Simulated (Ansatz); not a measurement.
# CH₁₀AlBSi₂: how energies converge with the basis set

One table from this session's results is given with a row withheld; the runs are named, their logs left out.

Computed with Ansatz 0.2.0, Gaussian basis. Level: one geometry, several basis sets.

Levels to be run: PBE0-D4/def2-SVP; ωB97M-V/def2-SVP; PBE0-D4/def2-QZVPP; ωB97M-V/def2-QZVPP; the functionals' def2-TZVPP values are taken from earlier runs.

## The relaxed structure

An earlier PBE0-D4 in a triple-zeta def2 set relaxation fixed the geometry.

SMILES `[SiH3]C[BH][AlH][SiH3]`, 15 atoms, charge 0, spin multiplicity 1.

Atoms are counted from 1 here; the program's logs count them from 0.

Bond lengths: Si1–C2 1.911 Å, Si1–H6 1.485 Å, Si1–H7 1.485 Å, Si1–H8 1.489 Å, C2–B3 1.533 Å, C2–H9 1.092 Å, C2–H10 1.092 Å, B3–Al4 2.126 Å, B3–H11 1.205 Å, Al4–Si5 2.466 Å, Al4–H12 1.597 Å, Si5–H13 1.495 Å, Si5–H14 1.492 Å, Si5–H15 1.492 Å. Angles: C2–Si1–H6 109.7°, C2–Si1–H7 109.4°, C2–Si1–H8 111.1°, H6–Si1–H7 110.4°, H6–Si1–H8 108.1°, H7–Si1–H8 108.1°, Si1–C2–B3 94.6°, Si1–C2–H9 103.9°, Si1–C2–H10 108.1°, B3–C2–H9 118.4°, B3–C2–H10 117.7°, H9–C2–H10 111.0°, C2–B3–Al4 126.0°, C2–B3–H11 116.4°, Al4–B3–H11 117.1°, B3–Al4–Si5 122.5°, B3–Al4–H12 120.7°, Si5–Al4–H12 116.8° and more.

The first run:

in.yaml

```yaml
crystal:
  periodic: [false, false, false]
  atoms:
    - {symbol: Si, position_ang: [-0.047259, 0.815068, 1.730973]}
    - {symbol: C, position_ang: [1.501247, -0.280929, 1.499926]}
    - {symbol: B, position_ang: [0.801020, -1.293514, 0.586109]}
    - {symbol: Al, position_ang: [0.385508, -1.033558, -1.483056]}
    - {symbol: Si, position_ang: [-1.437181, 0.414426, -2.297616]}
    - {symbol: H, position_ang: [-0.049950, 1.394846, 3.098379]}
    - {symbol: H, position_ang: [-0.044665, 1.894861, 0.711619]}
    - {symbol: H, position_ang: [-1.296018, 0.020937, 1.561987]}
    - {symbol: H, position_ang: [2.238065, 0.394493, 1.059585]}
    - {symbol: H, position_ang: [1.824267, -0.625166, 2.484476]}
    - {symbol: H, position_ang: [0.331470, -2.265412, 1.122840]}
    - {symbol: H, position_ang: [1.258484, -1.782354, -2.591011]}
    - {symbol: H, position_ang: [-0.873855, 1.740116, -2.698245]}
    - {symbol: H, position_ang: [-2.138442, -0.133406, -3.495121]}
    - {symbol: H, position_ang: [-2.474591, 0.688793, -1.261446]}
basis:
  gaussian: {orbitals: def2-SVP}
hamiltonian: {xc: pbe0, dispersion: d4}
output: {orbitals: {seedname: orbitals}}
```

Launch:

```sh
> ansatz run in.yaml --threads 4 --pin off --events-out ev --progress --plain --max-ram 10444MiB
```

Steps of the session up to this table: PBE0-D4 in def2-SVP; ωB97M-V in def2-SVP; PBE0-D4 in def2-QZVPP; ωB97M-V in def2-QZVPP.

One table of the session follows, with a row left open; its other results are not shown here.

It belongs to the step «Functionals by basis». 

| functional | basis | HOMO (eV) | LUMO (eV) |
| --- | --- | --- | --- |
| PBE0-D4 | def2-SVP | -6.89 | -1.88 |
| PBE0-D4 | def2-TZVPP | -6.87 | -1.90 |
| PBE0-D4 | def2-QZVPP | ? | ? |
| ωB97M-V | def2-SVP | -8.86 | -0.19 |
| ωB97M-V | def2-TZVPP | -8.87 | -0.28 |
| ωB97M-V | def2-QZVPP | -8.87 | -0.37 |

Q: Estimate the row for PBE0-D4, def2-QZVPP from the others.

**Answer.** HOMO (eV): -6.87; LUMO (eV): -1.91.
